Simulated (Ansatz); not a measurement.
**C2H6BBrO2: up Jacob's ladder to CCSD(T)**

An exercise on one series of results from a longer session: the logs are not shown, and one member is left open.

The runs use Ansatz 0.2.0, Gaussian basis; functionals in def2-TZVPP, the program's frozen cores in correlated methods.

The runs, in order: LDA (SPW92), PBE-D4, revPBE-D4, BLYP-D4, r2SCAN-D4, B97M-V, PBE0-D4, B3LYP-D4, r2SCANh-D4, r2SCAN0-D4, HSE06-D4, BHLYP-D4, CAM-B3LYP-D4, LC-ωPBE, ωB97X-V, ωB97M-V, B2PLYP, PBE-QIDH; CCSD(T)/def2-SVP; CCSD(T)/def2-TZVPP; MP2/def2-QZVPP; extrapolation to the limit; RPA on PBE.

### Structure used throughout

All runs share one geometry, relaxed beforehand with PBE0-D4 in a triple-zeta def2 set.

12 atoms, charge 0, spin multiplicity 1.

Atoms are counted from 1 here; the program's logs count them from 0.

Bond lengths: C1–O2 1.419 Å, C1–H7 1.089 Å, C1–H8 1.092 Å, C1–H9 1.092 Å, O2–B3 1.344 Å, B3–Br4 1.940 Å, B3–O5 1.347 Å, O5–C6 1.414 Å, C6–H10 1.089 Å, C6–H11 1.092 Å, C6–H12 1.092 Å. Angles: O2–C1–H7 107.2°, O2–C1–H8 111.0°, O2–C1–H9 110.9°, H7–C1–H8 109.5°, H7–C1–H9 109.5°, H8–C1–H9 108.7°, C1–O2–B3 120.1°, O2–B3–Br4 116.7°, O2–B3–O5 121.4°, Br4–B3–O5 121.9°, B3–O5–C6 124.4°, O5–C6–H10 107.2°, O5–C6–H11 111.0°, O5–C6–H12 110.9°, H10–C6–H11 109.5°, H10–C6–H12 109.5°, H11–C6–H12 108.8°.

The first run:

Input file in.yaml:

```yaml
crystal:
  periodic: [false, false, false]
  atoms:
    - {symbol: C, position_ang: [-0.953429, -0.907077, 1.725124]}
    - {symbol: O, position_ang: [-1.524027, -0.357831, 0.548244]}
    - {symbol: B, position_ang: [-0.731588, 0.157296, -0.407129]}
    - {symbol: Br, position_ang: [-1.614261, 0.882568, -1.974723]}
    - {symbol: O, position_ang: [0.609257, 0.166502, -0.276175]}
    - {symbol: C, position_ang: [1.503412, 0.690123, -1.238830]}
    - {symbol: H, position_ang: [-1.774762, -1.264024, 2.344934]}
    - {symbol: H, position_ang: [-0.288898, -1.740216, 1.485029]}
    - {symbol: H, position_ang: [-0.385123, -0.151664, 2.272668]}
    - {symbol: H, position_ang: [2.511467, 0.559339, -0.846748]}
    - {symbol: H, position_ang: [1.314596, 1.751788, -1.410469]}
    - {symbol: H, position_ang: [1.410355, 0.158096, -2.187825]}
basis:
  gaussian: {orbitals: def2-TZVPP}
hamiltonian: {xc: lda}
output: {orbitals: {seedname: orbitals}}
```

Steps of the session up to this table: LDA; PBE-D4 (GGA); revPBE-D4 (GGA); BLYP-D4 (GGA); r2SCAN-D4 (meta-GGA); B97M-V (meta-GGA); PBE0-D4 (hybrid); B3LYP-D4 (hybrid); r2SCANh-D4 (hybrid); r2SCAN0-D4 (hybrid); HSE06-D4 (hybrid); BHLYP-D4 (hybrid); CAM-B3LYP-D4 (range-separated); LC-ωPBE (range-separated); ωB97X-V (range-separated); ωB97M-V (range-separated); B2PLYP (double hybrid); PBE-QIDH (double hybrid).

One table of the session follows, with a row left open; its other results are not shown here.

It belongs to the step «Frontier levels by functional». 

```
  functional  HOMO (eV)  LUMO (eV)  gap (eV)
 LDA (SPW92)      -7.05      -0.50      6.55
      PBE-D4      -6.87      -0.22      6.65
   revPBE-D4      -6.81      -0.11      6.70
     BLYP-D4      -6.68      -0.08      6.60
   r2SCAN-D4      -7.21       0.16      7.37
      B97M-V          ?          ?         ?
     PBE0-D4      -8.21       0.76      8.96
    B3LYP-D4      -7.91       0.52      8.44
  r2SCANh-D4      -7.70       0.50      8.19
  r2SCAN0-D4      -8.43       0.99      9.42
    HSE06-D4      -7.80       0.37      8.18
    BHLYP-D4      -9.36       1.43     10.79
CAM-B3LYP-D4      -9.54       1.57     11.12
     LC-ωPBE     -10.98       2.85     13.83
     ωB97X-V     -10.61       2.62     13.23
     ωB97M-V     -10.47       2.16     12.63
```

Q: Estimate the row for B97M-V from the others.

The run gave: HOMO (eV): -7.31; LUMO (eV): 0.19; gap (eV): 7.50. In the column «HOMO (eV)» it lies between r2SCANh-D4 (-7.70) and r2SCAN-D4 (-7.21).
